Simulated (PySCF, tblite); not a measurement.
# C₈H₉ClSi: geometry, infrared bands and NMR shifts

What infrared bands and NMR shifts should C₈H₉ClSi (`C=CC#C[Si]1(Cl)CC=CC1`) show?

The runs use tblite 0.8.0 and PySCF 2.14.0, with density-fitted response routines of our own; the level of theory stands in each step. All values are computed, except where a source is named. Atoms are numbered from 0 throughout.

## Step 1: The molecule as given

19 atoms, charge 0, multiplicity 1; geometry from: force field or distance geometry start.

Bonds of the start (Å): C0–C1 1.34, C1–C2 1.44, C2–C3 1.22, C3–Si4 1.82, Si4–Cl5 2.06, Si4–C6 1.89, C6–C7 1.48, C7–C8 1.27, C8–C9 1.47, C9–Si4 1.87, C0–H10 1.10, C0–H11 1.07, C1–H12 1.09, C6–H13 1.10, C6–H14 1.10, C7–H15 1.13, C8–H16 1.13, C9–H17 1.11, C9–H18 1.11.

## Step 2: Relaxing the molecule with GFN2-xTB

The job: settings as JSON, then the geometry in Å.

```
{"job": {"kind": "relax", "xc": "GFN2-xTB", "basis": "xTB"}, "charge": 0, "multiplicity": 1}
C      4.311800     0.152100    -0.315200
C      3.298000    -0.719700    -0.219900
C      1.974800    -0.162900    -0.275000
C      0.851800     0.311200    -0.325900
Si    -0.835800     0.977200    -0.388900
Cl    -0.907900     2.939800    -1.011400
C     -1.983700    -0.162100    -1.364900
C     -2.415400    -1.049800    -0.266100
C     -2.291400    -0.664600     0.937300
C     -1.725200     0.665000     1.220500
H      4.055400     1.211400    -0.442300
H      5.340900    -0.152700    -0.275700
H      3.467400    -1.783000    -0.073600
H     -1.363800    -0.664200    -2.128200
H     -2.846000     0.380600    -1.783900
H     -2.859600    -2.061300    -0.519100
H     -2.615200    -1.302600     1.812000
H     -0.965800     0.651100     2.024300
H     -2.499900     1.443800     1.403900
```

The run is started by

```bash
$ OMP_NUM_THREADS=1 python probes_run.py task.json out
```

One launch serves the whole session: the jobs run in the order shown.

**Question.** This job is followed by: GFN2-xTB harmonic vibrations, gas phase; GIAO PBE0/pcSseg-1 NMR shielding, non-relativistic, gas phase. Predict these results of the whole session: strongest single infrared mode (GFN2-xTB); zero-point energy (GFN2-xTB); 13C shifts against TMS (PBE0/pcSseg-1, means over atoms taken as alike); 1H shifts against TMS (PBE0/pcSseg-1, means over atoms taken as alike); 29Si shifts against TMS (PBE0/pcSseg-1); 35Cl shifts against HCl (PBE0/pcSseg-1).

As calculated:

| quantity | value |
| --- | --- |
| strongest single infrared mode (GFN2-xTB) | 687 cm⁻¹, 168 km/mol |
| zero-point energy (GFN2-xTB) | 87.7 kcal/mol |
| 13C shifts against TMS (PBE0/pcSseg-1, means over atoms taken as alike) | 140.4, 137.3, 123.7, 114.5, 101.1, 28.3 ppm |
| 1H shifts against TMS (PBE0/pcSseg-1, means over atoms taken as alike) | 6.30, 6.08, 6.08, 6.03, 1.96, 1.79 ppm |
| 29Si shifts against TMS (PBE0/pcSseg-1) | 11.1 ppm |
| 35Cl shifts against HCl (PBE0/pcSseg-1) | 17 ppm |

Relaxing lowered the energy by 0.556 eV in 102 steps; the close pair that moved most is C7–H15, from 1.133 to 1.081 Å. The lowest mode is slightly imaginary (13i cm⁻¹), a soft motion within the noise of the Hessian, so the minimum is not strictly shown. The strongest single mode, at 687 cm⁻¹, is spread over many atoms; the largest shares are those of H16, H15. Unscaled tight-binding wavenumbers are off by several per cent, some by more. Its intensities can rank the bands wrongly. The most deshielded carbon is C0 (terminal =CH2 carbon), at 140.4 ppm: the olefinic region. At PBE0/pcSseg-1: The widest tensor belongs to C2: span 287 ppm, with a paramagnetic part of -192 ppm.
